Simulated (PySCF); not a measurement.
# SnH2F2 (SMILES [F][SnH2][F]): revPBE/def2-SVP (core potential)

Aim: the energy change on altering one bond length of SnH2F2 at revPBE/def2-SVP (core potential), from 2 runs. The job is set up through a Python script.

The results are computed with PySCF 2.14.0.

2 further runs of the same task are left out: 2 set aside as unsound or not needed.

## Step 1: Starting point

SnH2F2: 5 atoms, total charge 0, spin state singlet. SMILES: `[F][SnH2][F]`. Geometry: relaxed at PBE0-D4/def2-TZVP.

Bond lengths: F1–Sn2 1.909 Å, Sn2–F3 1.909 Å, Sn2–H4 1.692 Å, Sn2–H5 1.692 Å. Angles: F1–Sn2–F3 103.3°, F1–Sn2–H4 107.1°, F1–Sn2–H5 107.1°, F3–Sn2–H4 107.1°, F3–Sn2–H5 107.1°, H4–Sn2–H5 123.6°.

## Step 2: A single-point energy at revPBE/def2-SVP (core potential)

File input.py:

```python
# [F][SnH2][F]
from pyscf import gto, dft

system = gto.M(
    atom='''
F     -0.343500    -0.356300     1.741400
Sn     0.128900    -0.073200    -0.086200
F     -1.231200     1.110700    -0.712400
H     -0.087400    -1.547100    -0.889100
H      1.583200     0.792100    -0.095000
''',
    basis='def2-svp',
    verbose=4,
    max_memory=1860,
    ecp={'Sn': 'def2-svp'},
)

calc0 = dft.RKS(system, xc='revpbe')
calc0.conv_tol = 1e-10
calc0.grids.level = 5
calc0.kernel()
if not calc0.converged:
    calc0 = calc0.newton().run(calc0.mo_coeff, calc0.mo_occ)

e_tot = calc0.e_tot
print(f'total energy: {e_tot:.8f} hartree')
```

On the command line:

```bash
OMP_NUM_THREADS=1 python input.py
```

What it wrote:

```text
PySCF version 2.14.0

[... 77 lines left out ...]
converged SCF energy = -415.027057541137
total energy: -415.02705754 hartree
```

Run time: 9.9 s. Hardware: 1 thread of Arm Neoverse V1, shared host; peak memory 0.33 GiB.

## Step 3: The distorted shape

File job.py:

```python
from pyscf import gto, dft

mol = gto.Mole()
mol.atom = '''
F        0.064548      -0.711486       1.929268
Sn       0.536948      -0.428386       0.101668
F       -1.231200       1.110700      -0.712400
H        0.320648      -1.902286      -0.701232
H        1.991248       0.436914       0.092868
'''
mol.ecp = {'Sn': 'def2-svp'}
mol.max_memory = 1860
mol.verbose = 3
mol.basis = 'def2-svp'
mol.charge = 0
mol.build()

mf = dft.RKS(mol)
mf.xc = 'revpbe'
mf.conv_tol = 1e-10
mf.grids.level = 5
mf.kernel()
if not mf.converged:
    mf = mf.newton().run(mf.mo_coeff, mf.mo_occ)

e_tot = mf.e_tot
print(f'total energy: {e_tot:.8f} hartree')
```

On the command line:

```bash
OMP_NUM_THREADS=1 python job.py
```

What it wrote:

```text
converged SCF energy = -414.977333937583
total energy: -414.97733394 hartree
```

Run time: 9.9 s. Hardware: 1 thread of Arm Neoverse V1, shared host; peak memory 0.33 GiB.

## Step 4: Outcome

At revPBE/def2-SVP (core potential):

| quantity | value |
| --- | --- |
| first shape: total energy | -415.02706 Eh |
| first shape: dipole moment | 3.06 D |
| first shape: HOMO energy | -7.95 eV |
| first shape: LUMO energy | -1.54 eV |
| first shape: HOMO–LUMO gap | 6.41 eV |
| distorted shape: total energy | -414.97733 Eh |
| distorted shape: dipole moment | 4.59 D |
| distorted shape: HOMO energy | -6.38 eV |
| distorted shape: LUMO energy | -3.41 eV |
| distorted shape: HOMO–LUMO gap | 2.97 eV |
| energy change with the Sn2–F3 bond stretched from 1.909 to 2.481 Å | 1.353 eV |

**Reading.** With the Sn2–F3 bond stretched from 1.909 to 2.481 Å the energy rises by 1.35 eV (31 kcal/mol). The first shape isn't relaxed at this level, so the change isn't measured from a minimum. Mulliken charges (first shape) run from -0.39 on F1 to +0.92 on Sn2.
